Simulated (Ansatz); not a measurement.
Run this with Ansatz 0.2.0, Python API and show what comes out.

Contents of `ch2nosb.xyz`:
```text
6

O    -1.30970    0.17160   -1.01900
Sb    0.51430   -0.54710   -1.05590
C     0.69860   -0.12970    0.87720
N     0.33950   -1.39880    0.70390
H    -1.22980    1.18660   -1.14660
H     1.02930    0.65330    1.59410
```

Script `ch2nosb_scan.py`:
```python
"""Stretching a bond of CH2NOSb, the rest held rigid."""

import warnings

import ansatz as az
import numpy as np

warnings.simplefilter("ignore", az.DeckWarning)

ch2nosb = az.Crystal.molecule_from_extxyz("ch2nosb.xyz")

symbols = [site.symbol for site in ch2nosb.cartesian_sites]
start = np.array([site.position_ang for site in ch2nosb.cartesian_sites])
axis = (start[0] - start[1]) / np.linalg.norm(start[0] - start[1])
moving = [0, 4]
lengths, energies = [1.726, 1.804, 1.882, 1.961, 2.039, 2.118, 2.196, 2.314], []
for length in lengths:
    xyz = start.copy()
    xyz[moving] += (length - np.linalg.norm(start[0] - start[1])) * axis
    point = az.Crystal.molecule()
    for symbol, place in zip(symbols, xyz):
        point = point.atom(symbol, place.tolist())
    calculation = point.calculation().basis(gaussian="def2-SVP").functional("B3LYP")
    summary = calculation.run(threads=1, pin="off").report
    energies.append(summary["free_energy_ev"])
    print(f"r = {length:6.3f} A  E = {energies[-1]:.5f} eV  <S^2> = {abs(summary['mean_field']['state']['spin_squared']):.3f}")

# quartic fit about the minimum
fit = np.polynomial.Polynomial.fit(lengths, np.array(energies) - min(energies), 4).convert()
roots = [r.real for r in fit.deriv().roots() if abs(r.imag) < 1e-9 and fit.deriv(2)(r.real) > 0]
r_e = min(roots, key=lambda r: abs(r - lengths[int(np.argmin(energies))]))
print(f"minimum of the fit at {r_e:.4f} A, force constant {fit.deriv(2)(r_e):.2f} eV/A^2")
```

Output of `python ch2nosb_scan.py`:
```text
r =  1.726 A  E = -11138.37077 eV  <S^2> = 0.000
r =  1.804 A  E = -11139.12768 eV  <S^2> = 0.000
r =  1.882 A  E = -11139.57133 eV  <S^2> = 0.000
r =  1.961 A  E = -11139.79366 eV  <S^2> = 0.000
r =  2.039 A  E = -11139.85500 eV  <S^2> = 0.000
r =  2.118 A  E = -11139.80583 eV  <S^2> = 0.000
r =  2.196 A  E = -11139.68242 eV  <S^2> = 0.000
r =  2.314 A  E = -11139.40896 eV  <S^2> = 0.000
minimum of the fit at 2.0376 A, force constant 17.62 eV/A^2
```

What to keep in mind:
- Total energies depend on the basis set; only differences at equal settings carry meaning.
- The rest of the molecule is held rigid at a force-field or estimated start geometry, and the basis set is modest; single-reference methods fail as a bond breaks.
- def2 sets replace the cores of elements past krypton by effective core potentials.
- b3lyp holds the VWN-RPA fit, as in Gaussian; the form of ORCA and Turbomole is b3lyp5.
- The orbitals are restricted, so S² is zero by construction.
- Hardware and time: 19 s on 1 thread of Arm Neoverse V2, on a shared host, peak memory 0.22 GiB.
